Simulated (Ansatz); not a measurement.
**C2H3B2Cl: how energies converge with the basis set**

How large a basis does C2H3B2Cl need? Two functionals are run in growing sets.

Program: Ansatz 0.2.0, Gaussian basis. Level of theory: one geometry, several basis sets. These are calculated values, not measurements.

Plan: PBE0-D4/def2-SVP; ωB97M-V/def2-SVP; PBE0-D4/def2-QZVPP; ωB97M-V/def2-QZVPP; the functionals' def2-TZVPP values are taken from earlier runs.

## (1) Structure used throughout

All runs share one geometry, relaxed beforehand with PBE0-D4 in a triple-zeta def2 set.

8 atoms, charge 0, spin multiplicity 1.

Atoms are counted from 1 here; the program's logs count them from 0.

Bond lengths: Cl1–C2 1.775 Å, C2–C3 1.416 Å, C2–B5 1.594 Å, C2–H6 1.084 Å, C3–B4 1.372 Å, C3–B5 1.533 Å, B4–B5 1.717 Å, B4–H7 1.173 Å, B5–H8 1.179 Å. Angles: Cl1–C2–C3 119.4°, Cl1–C2–B5 117.7°, Cl1–C2–H6 109.7°, C3–C2–B5 60.9°, C3–C2–H6 121.0°, B5–C2–H6 121.0°, C2–C3–B4 137.5°, C2–C3–B5 65.3°, B4–C3–B5 72.2°, C3–B4–B5 58.2°, C3–B4–H7 163.0°, B5–B4–H7 138.7°, C2–B5–C3 53.8°, C2–B5–B4 103.3°, C2–B5–H8 134.7°, C3–B5–B4 49.5°, C3–B5–H8 171.4°, B4–B5–H8 122.0°.

## (2) PBE0-D4 in def2-SVP

Contents of in.yaml:

```yaml
crystal:
  periodic: [false, false, false]
  atoms:
    - {symbol: Cl, position_ang: [-0.631039, 0.808995, 2.288773]}
    - {symbol: C, position_ang: [0.458711, 0.349114, 0.964820]}
    - {symbol: C, position_ang: [0.166206, 0.773213, -0.354342]}
    - {symbol: B, position_ang: [-0.331649, 0.221309, -1.507638]}
    - {symbol: B, position_ang: [-0.071090, -0.718445, -0.094052]}
    - {symbol: H, position_ang: [1.479950, 0.317812, 1.326880]}
    - {symbol: H, position_ang: [-0.690449, 0.067828, -2.614300]}
    - {symbol: H, position_ang: [-0.288440, -1.876926, -0.066141]}
basis:
  gaussian: {orbitals: def2-SVP}
hamiltonian: {xc: pbe0, dispersion: d4}
output: {orbitals: {seedname: orbitals}}
```

On the command line:

```
ansatz run in.yaml --threads 2 --pin off --events-out ev --progress --plain --max-ram 4352MiB
```

Log:

```text
Functional definition: PBE0
  name "PBE0"
  cite "Adamo & Barone, J. Chem. Phys. 110, 6158 (1999) doi:10.1063/1.478522"
  cite "Perdew, Burke & Ernzerhof, Phys. Rev. Lett. 77, 3865 (1996) doi:10.1103/PhysRevLett.77.3865"
  parent pbe
  parameter a = 0.25
  parameter kappa = 0.804
  parameter beta = 0.06672455060314922
  exchange = (1 - a)*pbe_x(kappa = kappa, mu = beta*pi^2/3) + a*exact_x
  correlation = pbe_c(beta = beta)
1011 factors; their error is unknown
mean field evaluation 1: about -15976.6924 eV, gradient 3.8e1 eV
mean field evaluation 2: about -15973.6849 eV, gradient 5.0e1 eV
mean field evaluation 4: about -15980.6980 eV, gradient 2.9e0 eV
mean field evaluation 8: about -15980.7224 eV, gradient 6.5e-2 eV
mean field evaluation 16: about -15980.7703 eV, gradient 8.0e-5 eV
mean field -15980.77031719 eV, -587.2824770017 hartree, gradient 8.0e-5 eV, S^2 0.000000; 0 other end points of the search recorded, 0 dependent functions left out
reference -15980.77034226 eV, -587.2824779227 hartree; 21, 21 occupied and 68, 68 virtual orbitals, 1011 factors
Total energy: -15980.91923558 eV, -587.2879496516 hartree
```

Run time: 1 s. Hardware: 2 threads of Arm Neoverse V2, shared host.

## (3) ωB97M-V in def2-SVP

Edit in.yaml of step 2 so:

```diff
@@ -13,3 +13,3 @@
   gaussian: {orbitals: def2-SVP}
-hamiltonian: {xc: pbe0, dispersion: d4}
+hamiltonian: {xc: {name: wB97M-V}}
 output: {orbitals: {seedname: orbitals}}
```

The command is unchanged.

Log (excerpt; [...] marks lines left out):

```text
Functional definition: wB97M-V
  name "wB97M-V"
  cite "Mardirossian & Head-Gordon, J. Chem. Phys. 144, 214110 (2016) doi:10.1063/1.4952647"
  cite "Becke, J. Chem. Phys. 107, 8554 (1997) doi:10.1063/1.475007"
  cite "Vydrov & Van Voorhis, J. Chem. Phys. 133, 244103 (2010) doi:10.1063/1.3521275"
  # Of w^i u^j: cxij and so on, Table III.
[...]
  gx(w, u) = 1 - cx + cx01*u + cx10*w
  gss(w, u) = css00 + css04*u^4 + css10*w + css20*w^2 + css43*w^4*u^3
  gos(w, u) = cos00 + cos10*w + (cos20 + cos21*u)*w^2 + (cos60 + cos61*u)*w^6
[...]
      + integral(e_c_pw_mod_opposite_spin*gos(b97_w_opposite, b97_u_opposite)) + vv10(b, c)
1004 factors; their error is unknown
247 factors; integrals over basis functions are off by at most 1.3e-5 eV
[...]
mean field -15987.12718861 eV, -587.5160877173 hartree, gradient 2.8e-5 eV, S^2 0.000000; 0 other end points of the search recorded, 0 dependent functions left out
reference -15987.12722603 eV, -587.5160890925 hartree; 21, 21 occupied and 68, 68 virtual orbitals, 1004 factors
Total energy: -15987.12722603 eV, -587.5160890925 hartree
```

Wall time 4 s (2 threads of Arm Neoverse V2, shared host).

## (4) PBE0-D4 in def2-QZVPP

Edit in.yaml of step 3 so:

```diff
@@ -12,4 +12,4 @@
 basis:
-  gaussian: {orbitals: def2-SVP}
-hamiltonian: {xc: {name: wB97M-V}}
+  gaussian: {orbitals: "def2-QZVPP.json"}
+hamiltonian: {xc: pbe0, dispersion: d4}
 output: {orbitals: {seedname: orbitals}}
```

The command is unchanged.

Log:

```text
Functional definition: PBE0
  name "PBE0"
  cite "Adamo & Barone, J. Chem. Phys. 110, 6158 (1999) doi:10.1063/1.478522"
  cite "Perdew, Burke & Ernzerhof, Phys. Rev. Lett. 77, 3865 (1996) doi:10.1103/PhysRevLett.77.3865"
  parent pbe
  parameter a = 0.25
  parameter kappa = 0.804
  parameter beta = 0.06672455060314922
  exchange = (1 - a)*pbe_x(kappa = kappa, mu = beta*pi^2/3) + a*exact_x
  correlation = pbe_c(beta = beta)
1284 factors; their error is unknown
mean field evaluation 1: about -15981.6332 eV, gradient 5.6e1 eV
mean field evaluation 2: about -15973.0457 eV, gradient 7.8e1 eV
mean field evaluation 4: about -15989.2686 eV, gradient 6.7e0 eV
mean field evaluation 8: about -15989.3887 eV, gradient 4.8e-2 eV
mean field evaluation 16: about -15989.4030 eV, gradient 1.2e-4 eV
mean field -15989.40298325 eV, -587.5997216278 hartree, gradient 1.7e-5 eV, S^2 0.000000; 0 other end points of the search recorded, 0 dependent functions left out
reference -15989.40302067 eV, -587.5997230030 hartree; 21, 21 occupied and 367, 367 virtual orbitals, 1284 factors
Total energy: -15989.55191400 eV, -587.6051947319 hartree
```

It took 7.5 s on 2 threads of Arm Neoverse V2, shared host; peak memory 0.99 GiB.

## (5) ωB97M-V in def2-QZVPP

Edit in.yaml of step 4 so:

```diff
@@ -13,3 +13,3 @@
   gaussian: {orbitals: "def2-QZVPP.json"}
-hamiltonian: {xc: pbe0, dispersion: d4}
+hamiltonian: {xc: {name: wB97M-V}}
 output: {orbitals: {seedname: orbitals}}
```

Launched as before.

Log (excerpt; [...] marks lines left out):

```text
Functional definition: wB97M-V
  name "wB97M-V"
  cite "Mardirossian & Head-Gordon, J. Chem. Phys. 144, 214110 (2016) doi:10.1063/1.4952647"
  cite "Becke, J. Chem. Phys. 107, 8554 (1997) doi:10.1063/1.475007"
  cite "Vydrov & Van Voorhis, J. Chem. Phys. 133, 244103 (2010) doi:10.1063/1.3521275"
  # Of w^i u^j: cxij and so on, Table III.
[...]
  gx(w, u) = 1 - cx + cx01*u + cx10*w
  gss(w, u) = css00 + css04*u^4 + css10*w + css20*w^2 + css43*w^4*u^3
  gos(w, u) = cos00 + cos10*w + (cos20 + cos21*u)*w^2 + (cos60 + cos61*u)*w^6
[...]
      + integral(e_c_pw_mod_opposite_spin*gos(b97_w_opposite, b97_u_opposite)) + vv10(b, c)
1268 factors; their error is unknown
324 factors; integrals over basis functions are off by at most 1.9e-5 eV
[...]
mean field -15995.84621517 eV, -587.8365060336 hartree, gradient 4.7e-5 eV, S^2 0.000000; 0 other end points of the search recorded, 0 dependent functions left out
reference -15995.84627529 eV, -587.8365082430 hartree; 21, 21 occupied and 367, 367 virtual orbitals, 1268 factors
Total energy: -15995.84627529 eV, -587.8365082430 hartree
```

Wall time 19 s (2 threads of Arm Neoverse V2, shared host); peak memory 1.2 GiB.

## (6) Density functionals: the series

The def2-TZVPP values come from earlier runs at the same geometry.

```csv
functional,basis,functions,energy (eV),from the largest (eV),HOMO (eV),LUMO (eV)
PBE0-D4,def2-SVP,89,-15980.9192,8.633,-7.75,-0.73
PBE0-D4,def2-TZVPP,208,-15988.9849,0.567,-7.81,-0.84
PBE0-D4,def2-QZVPP,388,-15989.5519,0.000,-7.84,-0.89
ωB97M-V,def2-SVP,89,-15987.1272,8.719,-9.86,1.36
ωB97M-V,def2-TZVPP,208,-15995.3173,0.529,-9.96,1.11
ωB97M-V,def2-QZVPP,388,-15995.8463,0.000,-9.99,0.97
```

## (7) Summary of results

| quantity | value |
| --- | --- |
| PBE0-D4: double and triple zeta above quadruple | 8.63, 0.57 eV |
| ωB97M-V: double and triple zeta above quadruple | 8.72, 0.53 eV |

For PBE0-D4 the step from double to triple zeta gains 8.07 eV and the next only 0.57 eV. Total energies overstate the basis error of differences, where much of it tends to cancel.

For PBE0-D4 the largest set took about 8 times as long as the smallest (7.5 s against 1 s).
